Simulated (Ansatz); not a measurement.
## BH5Se, SMILES [BH3-][SeH2+]: harmonic frequencies at the relaxed geometry, step by step

With the Python package of Ansatz (0.2.0).

The cells in order, each with its output:

In [1]:
```python
import itertools

import ansatz as az
from ase import Atoms
from ase.data import atomic_numbers, covalent_radii
from ase.thermochemistry import IdealGasThermo
import numpy as np
```

In [2]:
```python
geometry_ang = [
    ("B", [-0.5114, -0.3552, -0.4278]),
    ("Se", [1.0436, 0.8423, -0.0261]),
    ("H", [-0.9321, -0.8911, 0.5288]),
    ("H", [-0.2003, -1.0858, -1.2911]),
    ("H", [-1.4522, 0.3702, -0.8391]),
    ("H", [0.3802, 1.3612, 1.2641]),
    ("H", [1.7335, -0.3095, 0.7454]),
]
system = az.Crystal.molecule()
for symbol, xyz in geometry_ang:
    system = system.atom(symbol, xyz)
```

In [3]:
```python
calculation = system.calculation()
calculation = calculation.basis(gaussian="def2-SVP")
calculation = calculation.functional("r2scan", dispersion="d4")
symbols = [site.symbol for site in system.cartesian_sites]
start = np.array([site.position_ang for site in system.cartesian_sites], dtype=float)
report = calculation.relax(force_tolerance=0.003).run(threads=1).report
end = np.array(report["positions_ang"])

# pairs closer than 1.2 times the sum of covalent radii, before or after
radius = [covalent_radii[atomic_numbers[s]] for s in symbols]
span = lambda where, i, j: np.linalg.norm(where[i] - where[j])
bonded = [(i, j) for i, j in itertools.combinations(range(len(symbols)), 2) if min(span(start, i, j), span(end, i, j)) < 1.2 * (radius[i] + radius[j])]
print("pair        before    after (A)")
for i, j in bonded:
    print(f"{symbols[i]}{i}-{symbols[j]}{j}".ljust(10), f"{span(start, i, j):8.4f} {span(end, i, j):8.4f}")
```
```text
pair        before    after (A)
B0-Se1       2.0033   2.1342
B0-H2        1.1744   1.2129
B0-H3        1.1730   1.2179
B0-H4        1.2572   1.2179
Se1-H5       1.5408   1.4758
Se1-H6       1.5485   1.4758
```

In [4]:
```python
# same settings at the minimum
minimum = az.Crystal.molecule()
for symbol, place in zip(symbols, end):
    minimum = minimum.atom(symbol, place.tolist())
vibrating = (
    minimum.calculation()
    .basis(gaussian="def2-SVP")
    .functional("r2scan", dispersion="d4")
    .phonons(temperatures=(100, 500, 100))
)
vib = vibrating.run(threads=1).report["vibrations"]
sums = vib["harmonic_sums"]
modes = [m["omega_inv_cm"] for m in sums["modes_at_gamma"] if m["rigid_motion"] == "no"]
print("frequencies (1/cm):", " ".join(f"{w:.0f}" for w in modes))
print("imaginary modes:", sum(w < 0 for w in modes), " zero-point energy:", round(sums["zero_point_energy_ev"], 4), "eV")
# rigid rotor and ideal gas, symmetry number taken as one
gas = IdealGasThermo(vib_energies=[w / 8065.544 for w in modes if w > 0], geometry="linear" if len(modes) == 3 * len(symbols) - 5 else "nonlinear",
                     atoms=Atoms(symbols, positions=end), symmetrynumber=1, spin=0.0)
print(f"H(298 K) - E = {gas.get_enthalpy(298.15, verbose=False):.4f} eV")
print(f"S(298 K, 1 bar) = {96485.33 * gas.get_entropy(298.15, 1e5, verbose=False):.1f} J/(mol K) with symmetry number 1")
```
```text
frequencies (1/cm): 212 347 423 497 816 877 1060 1071 1128 1131 2401 2418 2459 2560 2592
imaginary modes: 0  zero-point energy: 1.2393 eV
H(298 K) - E = 1.3871 eV
S(298 K, 1 bar) = 279.7 J/(mol K) with symmetry number 1
```

Reading the output:
- The settings weren't tested for convergence.
- The frequencies are harmonic and unscaled, in a modest basis. The result belongs to the one conformer reached from this start, and soft torsions count as harmonic oscillators.
- The entropy takes a symmetry number of 1; a symmetric molecule's is lower by R ln(sigma).
- Timing: 81 s on 1 thread of Arm Neoverse V2, on a shared host, peak memory 0.24 GiB.

(Lines on the test bed's own set-up are left out of the output.)
